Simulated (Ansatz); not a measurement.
ScTaN:

```xyz
6
Lattice="3.0851 0.0000 0.0000 -1.5425 2.6717 0.0000 0.0000 0.0000 10.3401" Properties=species:S:1:pos:R:3 pbc="T T T"
Ta    0.0000    1.7812    2.5399
Ta    1.5425    0.8906    7.8003
Sc    0.0000    0.0000    0.0000
Sc    0.0000    0.0000    5.1701
N     0.0000    1.7812    6.5126
N     1.5425    0.8906    3.8275
```

The cell comes from a database or a generator and needn't be the stable form of this composition.

```yaml
Program: Ansatz 0.2.0
Task: relaxation of cell and atoms
Functional: PBEsol
Dispersion: D3(BJ)-ATM
Potentials_or_basis: Ansatz PAW
Cutoff: "420 eV (not typed: the program's choice for these potentials)"
k_mesh: 10 × 10 × 3
Occupations: fermi-dirac, width 0.05 eV
Spin: no spin polarisation
```

At the start: volume 14.20 Å³/atom.

How do energy, volume and symmetry change on relaxing?

It ends after 7 steps and the volume is 13.43 Å³/atom (-5.5 %); space group P-3m1 (No. 164, to 0.05 Å).

The path:
```csv
step,energy change (eV),largest force (eV/Å),volume (Å³)
1,0.0000,0.3524,85.23
2,-0.1659,0.0827,81.09
3,-0.1693,0.0091,80.55
4,-0.1693,0.0062,80.59
5,-0.1636,0.0063,80.59
6,-0.1637,0.0002,80.55
7,-0.1636,0.0002,80.55
```

Final structure:
```yaml
crystal:
  lattice:
    - [3.03046, 0.00000, 0.00000]
    - [-1.51523, 2.62446, 0.00000]
    - [0.00000, 0.00000, 10.12836]
  atoms:
    - { symbol: Ta, position: [0.33333, 0.66667, 0.24467] }
    - { symbol: Ta, position: [0.66667, 0.33333, 0.75533] }
    - { symbol: Sc, position: [0.00000, 0.00000, 0.00000] }
    - { symbol: Sc, position: [0.00000, 0.00000, 0.50000] }
    - { symbol: N, position: [0.33333, 0.66667, 0.63000] }
    - { symbol: N, position: [0.66667, 0.33333, 0.37000] }
```

Caveat: the plane-wave basis is chosen anew once the cell has moved, so the energies of steps on either side of that aren't comparable; pairwise dispersion overbinds metals, which lowers pressure and volume; the PAW data sets come from PBE, with cores solved anew for the run's functional, which leaves a small shift of forces and pressure.
